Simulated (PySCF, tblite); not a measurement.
# C₃H₁₁NOSi: geometry, infrared bands and NMR shifts

Aim: predict the infrared bands and NMR shifts of C₃H₁₁NOSi (`CO[SiH2]N(C)C`).

The runs use tblite 0.8.0 and PySCF 2.14.0, with density-fitted response routines of our own; the level of theory stands in each step. All values are computed, except where a source is named. Atoms count from 0, in the outputs and in this text.

### Step 1. Starting geometry

17 atoms, charge 0, multiplicity 1; geometry from: force field or distance geometry start.

Bonds of the start (Å): C0–O1 1.39, O1–Si2 1.71, Si2–N3 1.76, N3–C4 1.43, N3–C5 1.41, C0–H6 1.11, C0–H7 1.11, C0–H8 1.11, Si2–H9 1.47, Si2–H10 1.49, C4–H11 1.10, C4–H12 1.11, C4–H13 1.10, C5–H14 1.10, C5–H15 1.12, C5–H16 1.12.

### Step 2. Relaxing the molecule with GFN2-xTB

Job settings and geometry (Å):

```
{"job": {"kind": "relax", "xc": "GFN2-xTB", "basis": "xTB"}, "charge": 0, "multiplicity": 1}
C      2.749400    -0.059600     0.182200
O      1.777200    -1.014400    -0.113000
Si     0.428300    -0.325000    -0.901100
N     -0.893400    -0.050900     0.225700
C     -1.949400    -1.019100     0.219400
C     -1.253200     1.284600     0.507900
H      3.711500    -0.577700     0.356500
H      2.857100     0.664000    -0.654200
H      2.506000     0.491800     1.114300
H      0.789100     0.871100    -1.670000
H     -0.039600    -1.341100    -1.879400
H     -2.424500    -1.074100     1.209000
H     -1.474400    -2.013700     0.057500
H     -2.687100    -0.875800    -0.584700
H     -1.676400     1.867500    -0.326600
H     -0.400800     1.885500     0.928600
H     -2.026500     1.299200     1.318000
```

Started as:

```bash
$ OMP_NUM_THREADS=1 python probes_run.py task.json out
```

One launch serves the whole session: the jobs run in the order shown.

**Question.** This job is followed by: GFN2-xTB harmonic vibrations, gas phase; GIAO PBE0/pcSseg-1 NMR shielding, non-relativistic, gas phase. What will the session give for the following? strongest single infrared mode (GFN2-xTB); zero-point energy (GFN2-xTB); ¹³C shifts against TMS (PBE0/pcSseg-1, means over atoms taken as alike); ¹H shifts against TMS (PBE0/pcSseg-1, means over atoms taken as alike); ¹⁷O shifts against H2O (PBE0/pcSseg-1); ²⁹Si shifts against TMS (PBE0/pcSseg-1); ¹⁵N shifts against NH3 (PBE0/pcSseg-1).

**Answer**, as computed:

| quantity | value |
| --- | --- |
| strongest single infrared mode (GFN2-xTB) | 814 cm⁻¹, 370 km/mol |
| zero-point energy (GFN2-xTB) | 86.6 kcal/mol |
| ¹³C shifts against TMS (PBE0/pcSseg-1, means over atoms taken as alike) | 55.3, 37.2 ppm |
| ¹H shifts against TMS (PBE0/pcSseg-1, means over atoms taken as alike) | 4.88, 3.98, 2.48 ppm |
| ¹⁷O shifts against H2O (PBE0/pcSseg-1) | 10.1 ppm |
| ²⁹Si shifts against TMS (PBE0/pcSseg-1) | -32.3 ppm |
| ¹⁵N shifts against NH3 (PBE0/pcSseg-1) | 20.2 ppm |

What this shows: Relaxing lowered the energy by 0.570 eV in 189 steps; the close pair that moved most is O1–Si2, from 1.708 to 1.618 Å. The lowest mode is imaginary (40i cm⁻¹), so the xTB geometry is not a minimum. The strongest single mode, at 814 cm⁻¹, is spread over several atoms, Si2, H10, H9 among them. GFN2-xTB is a fitted tight-binding method: band positions and strengths are rough. Its intensities can rank the bands wrongly. The most deshielded carbon is C0 (methyl carbon bonded to O), at 55.3 ppm: deshielded by the electronegative neighbour. At PBE0/pcSseg-1: The largest span, 129 ppm, is at O1, where the paramagnetic term is -71 ppm.
